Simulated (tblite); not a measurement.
# CH4GeN2 (SMILES N#[C][GeH2][NH2]) at GFN2-xTB

Aim: the electronic atomisation energy of CH4GeN2 at GFN2-xTB, from 5 runs. 

The results are computed with tblite 0.8.0.

18 further runs of the same task are left out: 18 set aside as unsound or not needed.

### 1 The system as given

CH4GeN2 has 8 atoms, charge 0, and is taken as a singlet. SMILES: `N#[C][GeH2][NH2]`. The shape comes from GFN2-xTB, which is rough for such elements, and wasn't checked as a minimum. This is one conformer, not always the lowest.

Bond lengths: N1–C2 1.144 Å, C2–Ge3 1.916 Å, Ge3–N4 1.801 Å, Ge3–H5 1.513 Å, Ge3–H6 1.496 Å, N4–H7 1.011 Å, N4–H8 1.010 Å. Angles: N1–C2–Ge3 178.4°, C2–Ge3–N4 105.3°, C2–Ge3–H5 105.9°, C2–Ge3–H6 109.1°, N4–Ge3–H5 117.5°, N4–Ge3–H6 107.4°, Ge3–N4–H7 117.8°, Ge3–N4–H8 117.6°, H5–Ge3–H6 111.3°, H7–N4–H8 108.8°.

### 2 Energy and forces at GFN2-xTB

molecule.xyz reads:

```xyz
8
start geometry
N      2.044500    -1.129510     1.660390
C      1.330610    -0.491770     1.033100
Ge     0.176480     0.603390    -0.034910
N     -1.219540    -0.451350    -0.461620
H      1.031930     1.122450    -1.169470
H     -0.349150     1.723630     0.805240
H     -1.021070    -1.349670    -0.880310
H     -1.993760    -0.027160    -0.952440
```

calc.py reads:

```python
import json
import numpy as np
from tblite.interface import Calculator
from tblite.interface import symbols_to_numbers

symbols = list(map(str, np.loadtxt("molecule.xyz", skiprows=2, usecols=0, dtype=str, ndmin=1)))
numbers = np.array(symbols_to_numbers(symbols))
positions = np.loadtxt("molecule.xyz", skiprows=2, usecols=(1, 2, 3), ndmin=2) / 0.529177210903

tb = Calculator("GFN2-xTB", numbers, positions, charge=0, uhf=0)
tb.set("accuracy", 0.1)
tb.add("spin-polarization", 1.0)
wfn = tb.singlepoint()

print(f"E(total): {wfn.get('energy'):.8f} Eh")
eps = np.atleast_2d(wfn.get("orbital-energies")) * 27.211386
occ = np.atleast_2d(wfn.get("orbital-occupations"))
filled = occ.sum(axis=0) if eps.shape[0] == 1 else occ[0]
homo = np.nonzero(filled > 0.5)[0].max()
print("  MO   occupation   energy/eV")
for i in range(max(0, homo - 4), min(eps.shape[1], homo + 5)):
    print(f"{i + 1:4d} {filled[i]:10.4f} {eps[0, i]:12.4f}")
mu = wfn.get("dipole") * 2.541746
print(f"dipole: {np.linalg.norm(mu):.4f} D, components " + " ".join(f"{c:.4f}" for c in mu))
q = wfn.get("charges")
g = wfn.get("gradient")
print("atom     charge      dE/dx        dE/dy        dE/dz   (Eh/bohr)")
for i, s in enumerate(symbols):
    print(f"{s:<2}{i + 1:<3} {q[i]:9.4f} {g[i, 0]:12.7f} {g[i, 1]:12.7f} {g[i, 2]:12.7f}")
print(f"gradient norm {np.linalg.norm(g):.6f} Eh/bohr")
out = {k: np.asarray(wfn.get(k)).tolist() for k in ("energy", "gradient", "charges", "dipole", "orbital-energies", "orbital-occupations")}
out.update(symbols=symbols, positions=(positions * 0.529177210903).tolist())
json.dump(out, open("results.json", "w"))
```

Command:

```bash
$ python calc.py
```

Standard output:

```text
------------------------------------------------------------
  cycle        total energy    energy error   density error
------------------------------------------------------------
      1     -11.75386479590  -1.1924046E+01   2.0921969E-01
      2     -11.77507227525  -2.1207479E-02   1.3894909E-01
      3     -11.86175002588  -8.6677751E-02   8.0846509E-02
      4     -11.87737537207  -1.5625346E-02   3.4750269E-02
      5     -11.88979456769  -1.2419196E-02   1.0417527E-02
      6     -11.88986819950  -7.3631809E-05   2.7748780E-03
      7     -11.88992978753  -6.1588029E-05   1.4131240E-03
      8     -11.88992691382   2.8737054E-06   7.9399045E-04
      9     -11.88993413355  -7.2197271E-06   3.4079259E-04
     10     -11.88993464294  -5.0939220E-07   3.0140624E-05
     11     -11.88993464424  -1.3003021E-09   1.2230068E-05
     12     -11.88993464495  -7.0704687E-10   2.7316347E-06
     13     -11.88993464496  -8.4963148E-12   1.3917699E-06
------------------------------------------------------------

 total:                                   0.030 sec
E(total): -11.88993464 Eh
  MO   occupation   energy/eV
   7     1.0000     -13.2869
   8     1.0000     -13.0198
   9     1.0000     -12.3828
  10     1.0000     -11.4215
  11     1.0000     -11.1493
  12     0.0000      -6.4706
  13     0.0000      -6.3868
  14     0.0000      -3.4301
  15     0.0000      -2.5966
dipole: 4.4187 D, components -2.6365 1.4659 -3.2287
atom     charge      dE/dx        dE/dy        dE/dz   (Eh/bohr)
N 1     -0.1983    0.0000167    0.0001019   -0.0000362
C 2      0.0584   -0.0000066   -0.0001523    0.0000775
Ge3      0.1695   -0.0000450    0.0000413   -0.0000441
N 4     -0.3481    0.0000906   -0.0000771    0.0000102
H 5     -0.0133    0.0000024    0.0000176    0.0000005
H 6     -0.0056    0.0000239   -0.0000251    0.0000033
H 7      0.1704   -0.0000403    0.0000705    0.0000431
H 8      0.1670   -0.0000416    0.0000232   -0.0000542
gradient norm 0.000276 Eh/bohr
```

Wall time 0.54 s (1 thread of Intel Xeon at 2.50GHz (Skylake/Cascade Lake), shared host).

### 3 The C atom: the energy at GFN2-xTB

geom.xyz reads:

```xyz
1

C      0.000000     0.000000     0.000000
```

job.py reads:

```python
import json
import numpy as np
from tblite.interface import Calculator
from tblite.interface import symbols_to_numbers

symbols = list(map(str, np.loadtxt("geom.xyz", skiprows=2, usecols=0, dtype=str, ndmin=1)))
numbers = np.array(symbols_to_numbers(symbols))
positions = np.loadtxt("geom.xyz", skiprows=2, usecols=(1, 2, 3), ndmin=2) / 0.5291772

calculator = Calculator("GFN2-xTB", numbers, positions, charge=0, uhf=2)
calculator.set("accuracy", 0.1)
calculator.add("spin-polarization", 1.0)
sp = calculator.singlepoint()

print(f"Energy: {sp.get('energy'):.8f} Eh")
eps = np.atleast_2d(sp.get("orbital-energies")) * 27.211386
occ = np.atleast_2d(sp.get("orbital-occupations"))
filled = occ.sum(axis=0) if eps.shape[0] == 1 else occ[0]
homo = np.nonzero(filled > 0.5)[0].max()
print("  MO   occupation   energy/eV")
for i in range(max(0, homo - 4), min(eps.shape[1], homo + 5)):
    print(f"{i + 1:4d} {filled[i]:10.4f} {eps[0, i]:12.4f}")
mu = sp.get("dipole") * 2.541746
print(f"|mu|: {np.linalg.norm(mu):.4f} D, components " + " ".join(f"{c:.4f}" for c in mu))
q = sp.get("charges")
print("Charges:", " ".join(f"{s}{i + 1}={c:+.4f}" for i, (s, c) in enumerate(zip(symbols, q))))
out = {k: np.asarray(sp.get(k)).tolist() for k in ("energy", "gradient", "charges", "dipole", "orbital-energies", "orbital-occupations")}
out.update(symbols=symbols, positions=(positions * 0.529177210903).tolist())
json.dump(out, open("results.json", "w"))
```

Run the same way, it converges to -1.83865 Eh (log not shown).

### 4 The Ge atom: the energy at GFN2-xTB

script.py reads:

```python
import json
import numpy as np
from tblite.interface import Calculator

symbols = ["Ge"]
numbers = np.array([32])
positions = np.array([  # bohr
    [0.000000, 0.000000, 0.000000],
])

calc = Calculator("GFN2-xTB", numbers, positions, charge=0, uhf=2)
calc.set("accuracy", 0.1)
calc.add("spin-polarization", 1.0)
result = calc.singlepoint()

print(f"total energy: {result.get('energy') * 27.211386:.8f} eV")
eps = np.atleast_2d(result.get("orbital-energies")) * 27.211386
occ = np.atleast_2d(result.get("orbital-occupations"))
filled = occ.sum(axis=0) if eps.shape[0] == 1 else occ[0]
homo = np.nonzero(filled > 0.5)[0].max()
print("  MO   occupation   energy/eV")
for i in range(max(0, homo - 4), min(eps.shape[1], homo + 5)):
    print(f"{i + 1:4d} {filled[i]:10.4f} {eps[0, i]:12.4f}")
mu = result.get("dipole") * 2.541746
print(f"dipole: {np.linalg.norm(mu):.4f} D, components " + " ".join(f"{c:.4f}" for c in mu))
q = result.get("charges")
print("Charges:", " ".join(f"{s}{i + 1}={c:+.4f}" for i, (s, c) in enumerate(zip(symbols, q))))
out = {k: np.asarray(result.get(k)).tolist() for k in ("energy", "gradient", "charges", "dipole", "orbital-energies", "orbital-occupations")}
out.update(symbols=symbols, positions=(positions * 0.529177210903).tolist())
json.dump(out, open("results.json", "w"))
```

Command:

```bash
$ python script.py
```

Standard output:

```text
------------------------------------------------------------
  cycle        total energy    energy error   density error
------------------------------------------------------------
      1     -1.835189637246  -1.8351896E+00   4.3301270E-01
      2     -1.835189637246   0.0000000E+00   2.5980762E-01
      3     -1.835189637246   0.0000000E+00   1.5586899E-05
      4     -1.835189637246   0.0000000E+00   5.4515992E-14
------------------------------------------------------------

 total:                                   0.001 sec
total energy: -49.93805360 eV
  MO   occupation   energy/eV
   1     1.0000     -14.9739
   2     0.6667      -6.8447
   3     0.6667      -6.8447
   4     0.6667      -6.8447
   5     0.0000       0.3868
   6     0.0000       0.3868
   7     0.0000       0.3868
   8     0.0000       0.3868
dipole: 0.0000 D, components 0.0000 0.0000 0.0000
Charges: Ge1=+0.0000
```

It took 1.8 s on 1 thread of Intel Xeon at 2.50GHz (Skylake/Cascade Lake), shared host.

### 5 The H atom: the energy at GFN2-xTB

xtb_job.py reads:

```python
import json
import numpy as np
from tblite.interface import Calculator

symbols = ["H"]
numbers = np.array([1])
positions = np.array([  # bohr
    [0.000000, 0.000000, 0.000000],
])

tb = Calculator("GFN2-xTB", numbers, positions, charge=0, uhf=1)
tb.set("verbosity", 0)
tb.set("accuracy", 0.1)
tb.add("spin-polarization", 1.0)
wfn = tb.singlepoint()

print(f"Total energy: {wfn.get('energy') * 27.211386:.8f} eV")
eps = np.atleast_2d(wfn.get("orbital-energies")) * 27.211386
occ = np.atleast_2d(wfn.get("orbital-occupations"))
filled = occ.sum(axis=0) if eps.shape[0] == 1 else occ[0]
homo = np.nonzero(filled > 0.5)[0].max()
print(f"HOMO {eps[0, homo]:.4f} eV")
if homo + 1 < eps.shape[1]:
    print(f"LUMO {eps[0, homo + 1]:.4f} eV, gap {eps[0, homo + 1] - eps[0, homo]:.4f} eV")
mu = wfn.get("dipole") * 2.541746
print(f"Dipole moment: {np.linalg.norm(mu):.4f} D, components " + " ".join(f"{c:.4f}" for c in mu))
q = wfn.get("charges")
print("Charges:", " ".join(f"{s}{i + 1}={c:+.4f}" for i, (s, c) in enumerate(zip(symbols, q))))
out = {k: np.asarray(wfn.get(k)).tolist() for k in ("energy", "gradient", "charges", "dipole", "orbital-energies", "orbital-occupations")}
out.update(symbols=symbols, positions=(positions * 0.529177210903).tolist())
json.dump(out, open("results.json", "w"))
```

Run the same way, it converges to -0.42930 Eh (log not shown).

### 6 The N atom: a single-point energy at GFN2-xTB

start.xyz reads:

```xyz
1

N      0.000000     0.000000     0.000000
```

run.py reads:

```python
import json
import numpy as np
from ase.io import read
from tblite.ase import TBLite
from ase.units import Hartree
from ase.units import Debye

atoms = read("start.xyz")
start = atoms.get_positions()

atoms.calc = TBLite(
    method="GFN2-xTB",
    charge=0,
    multiplicity=4,
    accuracy=0.1,
    spin_polarization=1.0,
)
print(f"E: {atoms.get_potential_energy() / Hartree:.6f} Eh")
print(f"Dipole: {np.linalg.norm(atoms.get_dipole_moment()) / Debye:.4f} D")
print("Charges:", np.round(atoms.get_charges(), 4))
json.dump(dict(energy=atoms.get_potential_energy(), forces=atoms.get_forces().tolist(), dipole=atoms.get_dipole_moment().tolist(), charges=atoms.get_charges().tolist(),
               symbols=atoms.get_chemical_symbols(), start=start.tolist(), final=atoms.positions.tolist()), open("results.json", "w"))
```

Run the same way, it converges to -2.72035 Eh (log not shown).

### 7 Outcome

Level: GFN2-xTB.

| quantity | value |
| --- | --- |
| molecule: total energy | -11.88993 Eh |
| molecule: dipole moment | 4.42 D |
| molecule: HOMO energy | -11.15 eV |
| molecule: LUMO energy | -6.47 eV |
| molecule: HOMO–LUMO gap | 4.68 eV |
| molecule: largest force on an atom | 0.009 eV/Å |
| C atom: total energy | -1.83865 Eh |
| C atom: dipole moment | 0.00 D |
| C atom: HOMO energy (as the program lists it) | -14.11 eV |
| C atom: largest force on an atom | 0.000 eV/Å |
| Ge atom: total energy | -1.83519 Eh |
| Ge atom: dipole moment | 0.00 D |
| Ge atom: HOMO energy (as the program lists it) | -6.84 eV |
| Ge atom: LUMO energy (as the program lists it) | 0.39 eV |
| Ge atom: largest force on an atom | 0.000 eV/Å |
| H atom: total energy | -0.42930 Eh |
| H atom: dipole moment | 0.00 D |
| H atom: HOMO energy (as the program lists it) | -12.66 eV |
| H atom: largest force on an atom | 0.000 eV/Å |
| N atom: total energy | -2.72035 Eh |
| N atom: dipole moment | 0.00 D |
| N atom: largest force on an atom | 0.000 eV/Å |
| electronic atomisation energy | 28.796 eV |

Taking the molecule apart into free atoms costs 28.80 eV (664 kcal/mol), before zero-point energy and without spin-orbit coupling. Tight-binding and semi-empirical models aren't fitted to free atoms, so this value can be far from the true one.
